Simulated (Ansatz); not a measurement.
# CH6FNOZr: how energies converge with the basis set

The task here is to estimate one member of a computed series from the others.

Program: Ansatz 0.2.0, Gaussian basis. Level of theory: one geometry, several basis sets. These are calculated values, not measurements.

Levels to be run: PBE0-D4/def2-SVP; ωB97M-V/def2-SVP; PBE0-D4/def2-QZVPP; ωB97M-V/def2-QZVPP; the functionals' def2-TZVPP values are taken from earlier runs.

### The geometry

An earlier PBE0-D4 in a triple-zeta def2 set relaxation fixed the geometry. Zr takes the def2 core potential; no spin-orbit term is included.

SMILES `[CH3][Zr]([NH2])([OH])[F]`, 11 atoms, charge 0, spin multiplicity 1.

Atoms are counted from 1 here; the program's logs count them from 0.

Bond lengths: C1–Zr2 2.230 Å, C1–H6 1.095 Å, C1–H7 1.096 Å, C1–H8 1.097 Å, Zr2–N3 2.027 Å, Zr2–O4 1.919 Å, Zr2–F5 1.919 Å, N3–H9 1.012 Å, N3–H10 1.011 Å, O4–H11 0.953 Å. Angles: Zr2–C1–H6 111.9°, Zr2–C1–H7 111.3°, Zr2–C1–H8 110.6°, H6–C1–H7 107.6°, H6–C1–H8 107.7°, H7–C1–H8 107.6°, C1–Zr2–N3 105.4°, C1–Zr2–O4 105.8°, C1–Zr2–F5 105.1°, N3–Zr2–O4 109.5°, N3–Zr2–F5 111.1°, O4–Zr2–F5 118.8°, Zr2–N3–H9 125.0°, Zr2–N3–H10 126.3°, H9–N3–H10 108.5°, Zr2–O4–H11 162.6°.

The first run:

The input, in.yaml:

```yaml
crystal:
  periodic: [false, false, false]
  atoms:
    - {symbol: C, position_ang: [0.645832, 0.931848, 1.283499]}
    - {symbol: Zr, position_ang: [-0.574700, -0.396804, -0.026912]}
    - {symbol: N, position_ang: [-0.276477, 0.286077, -1.912316]}
    - {symbol: O, position_ang: [0.187348, -2.148917, 0.148394]}
    - {symbol: F, position_ang: [-2.389808, -0.118633, 0.529148]}
    - {symbol: H, position_ang: [1.709840, 0.890050, 1.028907]}
    - {symbol: H, position_ang: [0.326274, 1.976697, 1.198134]}
    - {symbol: H, position_ang: [0.542393, 0.638153, 2.335287]}
    - {symbol: H, position_ang: [-0.782999, 1.050055, -2.340430]}
    - {symbol: H, position_ang: [0.361283, -0.099405, -2.595160]}
    - {symbol: H, position_ang: [0.316314, -3.066019, 0.372048]}
basis:
  gaussian: {orbitals: def2-SVP}
hamiltonian: {xc: pbe0, dispersion: d4}
output: {orbitals: {seedname: orbitals}}
```

Among the steps run: PBE0-D4 in def2-SVP; ωB97M-V in def2-SVP; PBE0-D4 in def2-QZVPP; ωB97M-V in def2-QZVPP.

One of the session's tables, all rows but one given; the rest of the session is left out.

| functional | basis | HOMO (eV) |
| --- | --- | --- |
| PBE0-D4 | def2-SVP | ? |
| PBE0-D4 | def2-TZVPP | -7.26 |
| PBE0-D4 | def2-QZVPP | -7.29 |
| ωB97M-V | def2-SVP | -9.44 |
| ωB97M-V | def2-TZVPP | -9.57 |
| ωB97M-V | def2-QZVPP | -9.60 |

Estimate the missing values for PBE0-D4, def2-SVP.

As computed: HOMO (eV): -7.14. In the column «HOMO (eV)» it is the highest.
